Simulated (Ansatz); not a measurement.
I need cell relaxations under several functionals of AlCo, space group Pm-3m. Use Ansatz 0.2.0, Python API. Settings (first run): PBE, PAW, the default cutoff (420 eV here), 11×11×11 k-points, Fermi-Dirac smearing of 0.05 eV, collinear spin.

```yaml
crystal:
  lattice:
    - [2.81940, 0.00000, 0.00000]
    - [0.00000, 2.81940, 0.00000]
    - [0.00000, 0.00000, 2.81940]
  atoms:
    - { symbol: Al, position: [0.00000, 0.00000, 0.00000] }
    - { symbol: Co, position: [0.50000, 0.50000, 0.50000] }
```

The script, `alco.py`:
```python
# -*- coding: utf-8 -*-
import warnings

import ansatz as az
import numpy as np

def edges_and_angles(cell):
    cell = np.asarray(cell)
    a, b, c = np.linalg.norm(cell, axis=1)
    cosines = cell[1] @ cell[2] / (b * c), cell[0] @ cell[2] / (a * c), cell[0] @ cell[1] / (a * b)
    return (a, b, c, *np.degrees(np.arccos(cosines)))

warnings.simplefilter("ignore", az.DeckWarning)

lattice = az.Lattice.of(
    [2.81940321, 0.0, 0.0],
    [0.0, 2.81940321, 0.0],
    [0.0, 0.0, 2.81940321],
)
sites = [
    ("Al", [0.0, 0.0, 0.0]),
    ("Co", [0.5, 0.5, 0.5]),
]
alco = az.Crystal(lattice=lattice)
for symbol, position in sites:
    alco = alco.atom(symbol, position)
alco = alco.moments(Co=1.8)

setup = (
    alco.calculation()
    .kpoints(11)
    .occupations("Fermi-Dirac", width=0.05)
    .spin("collinear")
    .relax(cell=True, force_tolerance=0.02, max_steps=60)
)

levels = [("pbe", "none"), ("rpbe", "none"), ("pbe", "d4"), ("r2scan", "none")]
print("level            a       b       c    alpha   beta  gamma  V/atom  steps")
for name, dispersion in levels:
    seen = []
    run = setup.functional(name, dispersion=dispersion).session().plan()
    done = run.execute(on_event=lambda e: seen.append(e) if e["event"] == "relax_step" else None)
    cell = done.lattice.cell_ang
    label = name if dispersion == "none" else f"{name}+{dispersion}"
    print("{:13s} {:7.4f} {:7.4f} {:7.4f} {:6.2f} {:6.2f} {:6.2f}".format(label, *edges_and_angles(cell)), f"{abs(np.linalg.det(cell)) / len(done.lattice.sites):7.3f} {len(seen):5d}")
```

`python alco.py` gives:
```text
level            a       b       c    alpha   beta  gamma  V/atom  steps
RunWarning: the starting moments were not kept: the SCF closed with an absolute magnetisation of 1.0e-5 μB, where they sum to 1.8 μB in size (1 site). That is at most 0.1 of that sum. Measured as dr2_m measures the in/out step, that magnetisation stands 1.8e-10 eV from none, at or under the dr2_threshold of 1.0e-7 eV: [...]
pbe            2.8521  2.8521  2.8521  90.00  90.00  90.00  11.600     7
rpbe           2.8741  2.8741  2.8741  90.00  90.00  90.00  11.871     7
pbe+d4         2.8224  2.8224  2.8224  90.00  90.00  90.00  11.241     4
r2scan         2.8232  2.8232  2.8232  90.00  90.00  90.00  11.251     4
```
(Warnings from the package without file and line, shortened, repeats left out.)

From smallest to largest: PBE+D4 (11.24 Å³ an atom, +0.3 % against the start), r2SCAN (11.25 Å³ an atom, +0.4 % against the start), PBE (11.60 Å³ an atom, +3.5 % against the start) and RPBE (11.87 Å³ an atom, +5.9 % against the start). The spread is 5.6 % in volume.

Reading the output:
- The SCF didn't keep the moments it started from (some shrank, vanished or turned); what is printed is the state reached.
- Forces vanish by symmetry, so the ions can't move, and the end may be a saddle.
- Dispersion corrections can be off by several per cent in the lattices of metals, and by several GPa in the pressure at a fixed cell.
- For a metal this k-point mesh is coarse: on a finer one energies can move by several to tens of meV an atom and pressures by half a GPa or more, differences at one mesh by less.
- r2SCAN tends to overestimate the moments of itinerant magnets.
- This cell is a computed structure, which may not be the phase found in nature.
- The script silences the warnings on its input, which a real study should read.
- Hardware and time: 110 s on 1 thread of Intel(R) Xeon(R) Processor @ 2.30GHz (shared host), peak memory 0.58 GiB.
